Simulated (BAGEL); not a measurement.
**singlet SiH2O2F+, step by step**

Aim: the energy (singlet SiH2O2F+, HF/cc-pVDZ), then a single-point energy (doublet SiH2O2F, NEVPT2(3,3)/cc-pVDZ), then the energy (doublet SiH2O2F, CASPT2(3,3)/cc-pVDZ) of FH2O2Si. 

The results are computed with BAGEL 1.2.2.

### 1 The structure to begin with

SiH2O2F+: 6 atoms, total charge +1, spin state singlet. SMILES of the parent species: `O[Si](O)F`. One bond was lengthened or shortened from a relaxed shape. That shape belongs to the parent species and isn't relaxed for this state.

Bond lengths: O1–Si2 1.630 Å, Si2–O3 1.639 Å, Si2–F4 1.594 Å, O1–H5 0.815 Å, O3–H6 0.959 Å. Angles: O1–Si2–O3 107.8°, O1–Si2–F4 105.4°, O3–Si2–F4 111.3°, Si2–O1–H5 117.1°, Si2–O3–H6 117.8°.

### 2 A single-point energy at HF/cc-pVDZ (density fitting with svp-jkfit) (run 1)

Input file input.json:

```json
{ "bagel": [

{
  "title": "molecule",
  "basis": "cc-pvdz.json",
  "df_basis": "svp-jkfit",
  "angstrom": false,
  "geometry": [
    { "atom": "O", "xyz": [    -1.72333196,     2.12789209,    -0.98299018 ] },
    { "atom": "Si", "xyz": [     0.67699816,     0.22720555,    -0.64321742 ] },
    { "atom": "O", "xyz": [     0.60783419,    -0.88187471,     2.24787458 ] },
    { "atom": "F", "xyz": [     0.25464437,    -1.96506573,    -2.66484643 ] },
    { "atom": "H", "xyz": [    -1.98723599,     3.13467770,     0.15325679 ] },
    { "atom": "H", "xyz": [     2.01756988,    -1.87568168,     2.80553276 ] }
  ]
},

{ "title": "hf", "charge": 1 },

{ "title": "print", "file": "orbitals.molden", "orbitals": true }

]}
```

The basis set cc-pVDZ is read from a file made from the Basis Set Exchange's data (not shown).

Command:

```sh
$ BAGEL_NUM_THREADS=1 BAGEL input.json > input.out
```

The program printed:

```text
* using 1 threads per process

  ===============================================================
  ===============================================================

  *** Geometry ***

  { "atom" : "O", "xyz" : [     -1.723332,      2.127892,     -0.982990 ] },
  { "atom" : "Si", "xyz" : [      0.676998,      0.227206,     -0.643217 ] },
  { "atom" : "O", "xyz" : [      0.607834,     -0.881875,      2.247875 ] },
  { "atom" : "F", "xyz" : [      0.254644,     -1.965066,     -2.664846 ] },
  { "atom" : "H", "xyz" : [     -1.987236,      3.134678,      0.153257 ] },
  { "atom" : "H", "xyz" : [      2.017570,     -1.875682,      2.805533 ] },

  Number of auxiliary basis functions:      395

  Since a DF basis is specified, we compute 2- and 3-index integrals:
    o Being stored without compression. Storage requirement is 0.015 GB

  Number of basis functions:       70
  Number of electrons      :       41

    * METHOD: MOLECULE                             0.11

  *** RHF ***

  === Nuclear Repulsion ===
   178.5605344674

      * DIIS with orbital gradients will be used.

  === RHF iteration (cc-pvdz.json) ===
      0       -538.67926925          0.02379262           0.03
      1       -538.86296493          0.01861899           0.03
      2       -539.01339379          0.00127660           0.03
      3       -539.01446260          0.00036355           0.03
      4       -539.01455635          0.00017700           0.03
      5       -539.01457915          0.00005565           0.03
      6       -539.01458340          0.00002297           0.03
      7       -539.01458439          0.00000724           0.03
      8       -539.01458449          0.00000255           0.03
      9       -539.01458450          0.00000121           0.03
     10       -539.01458450          0.00000037           0.03
     11       -539.01458450          0.00000012           0.03
     12       -539.01458450          0.00000007           0.03
     13       -539.01458450          0.00000003           0.03
     14       -539.01458450          0.00000001           0.03
     15       -539.01458450          0.00000000           0.03
    * SCF iteration converged.

    * Permanent dipole moment:
           (   -1.845086,    -0.904828,    -0.743180) a.u.

    * METHOD: HF                                   0.50

    * METHOD: PRINT                                0.01

  ===============================================================
```

Run time: 0.78 s. Hardware: 1 thread of Arm Neoverse V2, shared host; peak memory 0.084 GiB.

### 3 Doublet neutral SiH2O2F: a single-point energy at NEVPT2(3,3)/cc-pVDZ (density fitting with svp-jkfit) (run 2)

Input file nevpt2.json:

```json
{ "bagel": [

{
  "title": "molecule",
  "basis": "cc-pvdz.json",
  "df_basis": "svp-jkfit",
  "angstrom": "false",
  "geometry": [
    { "atom": "O", "xyz": [ -1.72333196,  2.12789209, -0.98299018 ] },
    { "atom": "Si", "xyz": [  0.67699816,  0.22720555, -0.64321742 ] },
    { "atom": "O", "xyz": [  0.60783419, -0.88187471,  2.24787458 ] },
    { "atom": "F", "xyz": [  0.25464437, -1.96506573, -2.66484643 ] },
    { "atom": "H", "xyz": [ -1.98723599,  3.13467770,  0.15325679 ] },
    { "atom": "H", "xyz": [  2.01756988, -1.87568168,  2.80553276 ] }
  ]
},
{
  "title": "hf",
  "charge": 1
},
{
  "title": "casscf",
  "nstate": 1,
  "nact": 3,
  "nclosed": 19,
  "nspin": 1,
  "active": [10, 21, 37],
  "maxiter": 200,
  "natocc": "true"
},
{
  "title": "nevpt2",
  "nstate": 1,
  "nact": 3,
  "nclosed": 19,
  "nspin": 1,
  "active": [10, 21, 37],
  "maxiter": 200,
  "natocc": "true",
  "ncore": 8
},
{
  "title": "print",
  "file": "orbitals.molden",
  "orbitals": "true"
}

]}
```

The basis set cc-pVDZ is read from a file made from the Basis Set Exchange's data (not shown).

Command:

```sh
$ BAGEL_NUM_THREADS=1 BAGEL nevpt2.json > nevpt2.out
```

The program printed:

```text
* using 1 threads per process

  ===============================================================
  ===============================================================

  *** Geometry ***

  { "atom" : "O", "xyz" : [     -1.723332,      2.127892,     -0.982990 ] },
  { "atom" : "Si", "xyz" : [      0.676998,      0.227206,     -0.643217 ] },
  { "atom" : "O", "xyz" : [      0.607834,     -0.881875,      2.247875 ] },
  { "atom" : "F", "xyz" : [      0.254644,     -1.965066,     -2.664846 ] },
  { "atom" : "H", "xyz" : [     -1.987236,      3.134678,      0.153257 ] },
  { "atom" : "H", "xyz" : [      2.017570,     -1.875682,      2.805533 ] },

  Number of auxiliary basis functions:      395

[... 21 lines left out ...]
    * SCF iteration converged.
[... 1 line left out ...]
    * Permanent dipole moment:
[... 28 lines left out ...]
    * Second-order optimization converged. *
[... 5 lines left out ...]
      0  0      -539.34526616     7.04e-02      0.00
      1  0      -539.36041739     1.08e-03      0.00
      2  0      -539.36042352     8.10e-05      0.00
[... 4 lines of this table left out ...]
      7  0 *    -539.36042356     2.71e-15      0.00

     * ci vector, state   0, <S^2> = 0.7500
       2a.     0.9974351566
       .a2     0.0715312427

    * METHOD: CASSCF                               2.35

    * freezing 8 orbitals

  === DF-NEVPT2 calculation ===

    * 3-index integral transformation done
    * assembly done

      NEVPT2 correlation energy:   -0.6127600332      0.10

          (+0)     -0.5016368604
          (+0)'    -0.0346176064
          (+1)     -0.0195296676
          (+1)'    -0.0006901932
          (+2)     -0.0003303993
          (-1)     -0.0473354727
          (-1)'    -0.0007427033
          (-2)     -0.0078771303

      NEVPT2 total energy:       -539.9731835911

    * METHOD: NEVPT2                               0.15

    * METHOD: PRINT                                0.01

  ===============================================================
```

It took 3.3 s on 1 thread of Arm Neoverse V2, shared host; peak memory 0.14 GiB.

### 4 Doublet neutral SiH2O2F: a single-point energy at CASPT2(3,3)/cc-pVDZ (density fitting with svp-jkfit) (run 3)

Input file input.json:

```json
{ "bagel" : [

{
  "title" : "molecule",
  "basis" : "cc-pvdz.json",
  "df_basis" : "svp-jkfit",
  "geometry" : [
    { "atom" : "O", "xyz" : [ -1.72333196,  2.12789209, -0.98299018 ] },
    { "atom" : "Si", "xyz" : [  0.67699816,  0.22720555, -0.64321742 ] },
    { "atom" : "O", "xyz" : [  0.60783419, -0.88187471,  2.24787458 ] },
    { "atom" : "F", "xyz" : [  0.25464437, -1.96506573, -2.66484643 ] },
    { "atom" : "H", "xyz" : [ -1.98723599,  3.13467770,  0.15325679 ] },
    { "atom" : "H", "xyz" : [  2.01756988, -1.87568168,  2.80553276 ] }
  ]
},
{ "title" : "hf", "charge" : 1 },
{ "title" : "casscf", "nstate" : 1, "nact" : 3, "nclosed" : 19, "nspin" : 1, "active" : [10, 21, 37], "maxiter" : 200, "natocc" : true },
{ "title" : "print", "file" : "orbitals.molden", "orbitals" : true },
{ "title" : "smith", "method" : "caspt2", "ms" : true, "xms" : true, "sssr" : true, "shift" : 0.2, "shift_imag" : true, "ncore" : 8 }

]}
```

The basis set cc-pVDZ is read from a file made from the Basis Set Exchange's data (not shown).

Command:

```sh
$ BAGEL_NUM_THREADS=1 BAGEL input.json > input.out
```

The program printed:

```text
* using 1 threads per process

  ===============================================================
  ===============================================================

  *** Geometry ***

  { "atom" : "O", "xyz" : [     -1.723332,      2.127892,     -0.982990 ] },
  { "atom" : "Si", "xyz" : [      0.676998,      0.227206,     -0.643217 ] },
  { "atom" : "O", "xyz" : [      0.607834,     -0.881875,      2.247875 ] },
  { "atom" : "F", "xyz" : [      0.254644,     -1.965066,     -2.664846 ] },
  { "atom" : "H", "xyz" : [     -1.987236,      3.134678,      0.153257 ] },
  { "atom" : "H", "xyz" : [      2.017570,     -1.875682,      2.805533 ] },

  Number of auxiliary basis functions:      395

[... 21 lines left out ...]
    * SCF iteration converged.
[... 1 line left out ...]
    * Permanent dipole moment:
[... 28 lines left out ...]
    * Second-order optimization converged. *
[... 11 lines left out ...]
     * ci vector, state   0, <S^2> = 0.7500
[... 16 lines left out ...]
    * Zeroth order energy : state  0       -2.0282220010
[... 4 lines left out ...]
       #      aibj      arbs      arbi      airj      risj      airs      arst      rist         Etot      error   time
[... 10 lines left out ...]
      ------------------------------------------------------------------------------------------------------------------

    * CASPT2 energy : state  0     -539.9793631261
        w/o shift correction       -539.9774908359
        reference weight              0.8666526489

    * METHOD: SMITH                                0.45

  ===============================================================
```

It took 3.6 s on 1 thread of Arm Neoverse V2, shared host; peak memory 0.14 GiB.

### 5 Summary of results

| quantity | value |
| --- | --- |
| run 1, HF/cc-pVDZ: total energy | -539.01458 Eh |
| run 1, HF/cc-pVDZ: HOMO energy | -21.38 eV |
| run 1, HF/cc-pVDZ: LUMO energy | -8.11 eV |
| run 1, HF/cc-pVDZ: HOMO–LUMO gap | 13.27 eV |
| doublet neutral SiH2O2F, run 2: total energy | -539.97318 Eh |
| doublet neutral SiH2O2F, run 3: total energy | -539.97936 Eh |
